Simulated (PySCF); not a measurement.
# C3H10N2OSi: the cost of one run

Programs: PySCF 2.14.0, with routines of our own; each step states its level. All values are computed. Atoms count from 0.

### Step 1. The system as given

17 atoms, charge 0, multiplicity 1; geometry from: GFN2-xTB.

### Step 2. Magnetic properties: GIAO CAM-B3LYP/pcSseg-1

The job: settings as JSON, then the geometry in Å.

```
{"job": {"kind": "mag", "xc": "CAM-B3LYP", "basis": "pcSseg-1", "isotopologues": 2}, "charge": 0, "multiplicity": 1}
C     -1.138376    -1.438920    -0.104090
N     -0.927007    -0.009624    -0.130789
C     -2.172458     0.707915    -0.031092
Si     0.516345     0.719693     0.458946
N      1.780803    -0.153599    -0.393954
C      3.030592     0.263382    -0.164400
O      3.286600     1.157047     0.604545
H     -1.676739    -1.748727     0.799616
H     -0.186090    -1.961503    -0.128359
H     -1.732342    -1.741536    -0.971984
H     -2.676943     0.514084     0.922672
H     -2.841214     0.400205    -0.838594
H     -1.988865     1.774374    -0.111812
H      0.787782     0.569967     1.891123
H      0.491402     2.103009     0.002590
H      1.625241    -0.867957    -1.085327
H      3.814270    -0.275781    -0.729002
```

Method: GIAO CAM-B3LYP/pcSseg-1 magnetisability, rotational g tensor and spin-rotation constants, non-relativistic, gas phase.

On the command line:

```sh
$ OMP_NUM_THREADS=1 python excited_run.py task.json out
```

The driver reads the jobs from task.json and runs them one after another.

**Question.** How long does this first job take on 1 thread of Arm Neoverse N1, shared host, and how much memory does it need?

About 65 s, with a peak of 0.94 GiB.
